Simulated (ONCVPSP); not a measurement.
**An ONCV potential for thulium, from input to tests**

Aim: build the potential from the settings below, then test how well it stands in for the atom: other configurations, scattering, ghost states and the plane-wave cutoff that it needs.

Method: ONCVPSP 4.0.1, LDA (Perdew-Wang 92), scalar-relativistic.

### 1 The atom and the settings

Typed settings, in words:

```
element                 : thulium (Tm, Z = 69)
type                    : optimised norm-conserving Vanderbilt (ONCV)
frozen core             : [Kr] 4d10
valence charge          : 23
reference configuration : 4f12 5s2 5p6 (charge +3)
partial waves           : 5s: rc 1.15 bohr, ncon 5, nbas 10, qcut 5.1 1/bohr, 2 projectors, debl 4 Ha; 5p: rc 1.40 bohr, ncon 4, nbas 8, qcut 6.8 1/bohr, 2 projectors, debl 1 Ha; d scattering state at 0.42 Ha: rc 1.15 bohr, ncon 3, nbas 7, qcut 8.6 1/bohr, 2 projectors, debl 2 Ha; 4f: rc 1.10 bohr, ncon 4, nbas 8, qcut 13.2 1/bohr, 1 projector
local potential         : polynomial inside 0.80 bohr (lpopt 5, dvloc0 -1 Ha)
core correction         : polynomial model core, fcfact 0.35
```

An earlier all-electron run gives the scale for the radii.

All-electron outer shells of the reference configuration (LDA (PZ), scalar-relativistic, ld1.x):

```json
{"shell": "5p", "level (eV)": "-56.51", "outermost node (bohr)": "0.63", "outermost maximum (bohr)": "1.23"}
{"shell": "4f", "level (eV)": "-36.09", "outermost node (bohr)": "–", "outermost maximum (bohr)": "0.49"}
{"shell": "5d", "level (eV)": "-25.25", "outermost node (bohr)": "0.71", "outermost maximum (bohr)": "1.70"}
{"shell": "6s", "level (eV)": "-23.94", "outermost node (bohr)": "1.43", "outermost maximum (bohr)": "2.66"}
{"shell": "6p", "level (eV)": "-17.70", "outermost node (bohr)": "1.68", "outermost maximum (bohr)": "3.21"}
```

### 2 The generation run

The input, Tm.dat:

```
# ATOM AND REFERENCE CONFIGURATION
# atsym  z   nc   nv     iexc    psfile
  Tm 69.00    9    3  -001012      upf
#
#   n    l    f
    1    0    2.00
    2    0    2.00
    2    1    6.00
    3    0    2.00
    3    1    6.00
    3    2   10.00
    4    0    2.00
    4    1    6.00
    4    2   10.00
    4    3   12.00
    5    0    2.00
    5    1    6.00
#
# PSEUDOPOTENTIAL AND OPTIMIZATION
# lmax
    3
#
#   l,   rc,      ep,       ncon, nbas, qcut
    0    1.15    0.00    5   10    5.10
    1    1.40    0.00    4    8    6.80
    2    1.15    0.42    3    7    8.60
    3    1.10    0.00    4    8   13.20
#
# LOCAL POTENTIAL
# lloc, lpopt,  rc(5),   dvloc0
    4    5    0.80   -1.00
#
# VANDERBILT-KLEINMAN-BYLANDER PROJECTORs
# l, nproj, debl
    0    2    4.00
    1    2    1.00
    2    2    2.00
    3    1    0.60
#
# MODEL CORE CHARGE
# icmod, fcfact, rcfact
    1    0.35    0.00
#
# LOG DERIVATIVE ANALYSIS
# epsh1, epsh2, depsh
   -5.00    5.00    0.04
#
# OUTPUT GRID
# rlmax, drl
    6.00    0.01
#
# TEST CONFIGURATIONS
# ncnf
    4
# nvcnf
#   n    l    f
    4
    4    3   13.00
    5    0    2.00
    5    1    6.00
    6    0    2.00
#
    4
    4    3   13.00
    5    0    2.00
    5    1    6.00
    6    0    1.00
#
    3
    4    3   13.00
    5    0    2.00
    5    1    6.00
#
    4
    4    3   13.00
    5    0    2.00
    5    1    5.00
    6    0    2.00
#
```

The run is started by

```sh
oncvpsp.x < Tm.dat > Tm.out
```

**Question.** What will these runs give? Wanted: cutoffs for 1 and 0.1 mHa per electron, occupied waves; bound ghosts; GHOST(+) flags; largest test error; largest phase difference near zero energy, channels read; rms error of d²Exc/dn², without and with the model core; projector energies reset by the program.

The runs gave:

| quantity | value |
| --- | --- |
| cutoffs for 1 and 0.1 mHa per electron, occupied waves | 131 Ha and 226 Ha |
| bound ghosts | s at -279.54 eV, d at -129.46 eV |
| GHOST(+) flags | p at -7 eV |
| largest test error (AE − PS) | -120 meV, for 4f13 5s2 5p5 6s2 |
| largest phase difference near zero energy, channels read | 3.142 rad |
| rms error of d²Exc/dn², without and with the model core | 7.62 and 2.04 mHa |
| projector energies reset by the program | p: -2.077, 0.250 Ha; d: 0.050, 2.050 Ha |

What this shows: It has a bound ghost (s, d), a state that the atom doesn't have, and that rules the file out. By total energies transferability is poor: the largest error is 120 meV on 13.1 eV, for 4f13 5s2 5p5 6s2. The potential is very hard: the looser tolerance needs 131 Ha. At the looser tolerance the 5s wave is the slowest; 4f needs 112 Ha. Near zero energy the largest phase difference among the channels read is 3.14 rad, in the p channel. A step near π is an extra or missing state, not a misfit of shape. The pseudo curves have poles with no partner nearby in the atom's: p at -0.28 Ha, d at -4.76 Ha, d at -4.69 Ha. The program also flags highly localised states, GHOST(+) (p). These are tests on the free atom; a crystal test is still owed.
